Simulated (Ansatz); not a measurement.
**CH₆N₂SSn: one species, many methods**

An exercise on one series of results from a longer session: the logs are not shown, and one member is left open.

Program: Ansatz 0.2.0, Gaussian basis. Level of theory: functionals in def2-TZVPP, the program's frozen cores in correlated methods. These are calculated values, not measurements.

Levels to be run: LDA (SPW92), PBE-D4, revPBE-D4, BLYP-D4, r2SCAN-D4, B97M-V, PBE0-D4, B3LYP-D4, r2SCANh-D4, r2SCAN0-D4, HSE06-D4, BHLYP-D4, CAM-B3LYP-D4, LC-ωPBE, ωB97X-V, ωB97M-V, B2PLYP, PBE-QIDH; CCSD(T)/def2-SVP; CCSD(T)/def2-TZVPP; MP2/def2-QZVPP; extrapolation to the limit; RPA on PBE.

## The relaxed structure

The geometry comes from an earlier relaxation with PBE0-D4 in a triple-zeta def2 set; it is a stationary point, not always the lowest conformer. Sn takes the def2 core potential; no spin-orbit term is included.

11 atoms, charge 0, spin multiplicity 1.

Atoms are counted from 1 here; the program's logs count them from 0.

Bond lengths: N1–Sn2 2.066 Å, N1–H6 1.012 Å, N1–H7 1.012 Å, Sn2–S3 2.499 Å, Sn2–N5 2.391 Å, S3–H8 1.342 Å, C4–N5 1.261 Å, C4–H9 1.091 Å, C4–H10 1.090 Å, N5–H11 1.017 Å. Angles: Sn2–N1–H6 117.0°, Sn2–N1–H7 114.2°, H6–N1–H7 107.9°, N1–Sn2–S3 96.5°, N1–Sn2–N5 81.8°, S3–Sn2–N5 86.0°, Sn2–S3–H8 93.7°, N5–C4–H9 122.8°, N5–C4–H10 118.1°, H9–C4–H10 119.1°, Sn2–N5–C4 129.3°, Sn2–N5–H11 114.8°, C4–N5–H11 115.6°.

The first run:

in.yaml reads:

```yaml
crystal:
  periodic: [false, false, false]
  atoms:
    - {symbol: N, position_ang: [-0.423555, 1.389827, 1.574377]}
    - {symbol: Sn, position_ang: [1.292883, 0.510121, 0.832858]}
    - {symbol: S, position_ang: [1.025763, 1.305792, -1.520899]}
    - {symbol: C, position_ang: [-0.527579, -1.693509, -0.886256]}
    - {symbol: N, position_ang: [-0.256623, -1.215086, 0.248111]}
    - {symbol: H, position_ang: [-0.940678, 1.990483, 0.944740]}
    - {symbol: H, position_ang: [-0.289697, 1.891674, 2.442434]}
    - {symbol: H, position_ang: [2.306688, 1.065244, -1.840031]}
    - {symbol: H, position_ang: [-1.320499, -2.425967, -1.044366]}
    - {symbol: H, position_ang: [0.043302, -1.337852, -1.743682]}
    - {symbol: H, position_ang: [-0.844504, -1.537629, 1.013212]}
basis:
  gaussian: {orbitals: def2-TZVPP}
hamiltonian: {xc: lda}
output: {orbitals: {seedname: orbitals}}
```

Started as:

```bash
$ ansatz run in.yaml --threads 4 --pin off --events-out ev --progress --plain --max-ram 10444MiB
```

Steps of the session up to this table: LDA; PBE-D4 (GGA); revPBE-D4 (GGA); BLYP-D4 (GGA); r2SCAN-D4 (meta-GGA); B97M-V (meta-GGA); PBE0-D4 (hybrid); B3LYP-D4 (hybrid); r2SCANh-D4 (hybrid); r2SCAN0-D4 (hybrid); HSE06-D4 (hybrid); BHLYP-D4 (hybrid); CAM-B3LYP-D4 (range-separated); LC-ωPBE (range-separated); ωB97X-V (range-separated); ωB97M-V (range-separated); B2PLYP (double hybrid); PBE-QIDH (double hybrid).

One of the session's tables, all rows but one given; the rest of the session is left out.

It belongs to the step «Orbital energies across the functionals». 

| functional | HOMO (eV) | LUMO (eV) | gap (eV) |
| --- | --- | --- | --- |
| LDA (SPW92) | -5.13 | -2.95 | 2.18 |
| PBE-D4 | -4.94 | -2.71 | 2.23 |
| revPBE-D4 | -4.87 | -2.62 | 2.25 |
| BLYP-D4 | -4.80 | -2.58 | 2.23 |
| r2SCAN-D4 | -5.17 | -2.53 | 2.65 |
| B97M-V | -5.11 | -2.42 | 2.68 |
| PBE0-D4 | -5.97 | -1.61 | 4.36 |
| B3LYP-D4 | -5.81 | -1.87 | 3.94 |
| r2SCANh-D4 | -5.57 | -2.11 | 3.45 |
| r2SCAN0-D4 | -6.13 | -1.50 | 4.64 |
| HSE06-D4 | -5.58 | -2.00 | 3.59 |
| BHLYP-D4 | -6.84 | -0.42 | 6.42 |
| CAM-B3LYP-D4 | ? | ? | ? |
| LC-ωPBE | -8.37 | 0.81 | 9.18 |
| ωB97X-V | -8.09 | 0.72 | 8.81 |
| ωB97M-V | -8.01 | 0.61 | 8.62 |

Estimate the missing values for CAM-B3LYP-D4.

The run gave: HOMO (eV): -7.19; LUMO (eV): -0.42; gap (eV): 6.77. In the column «HOMO (eV)» it lies between ωB97M-V (-8.01) and BHLYP-D4 (-6.84).
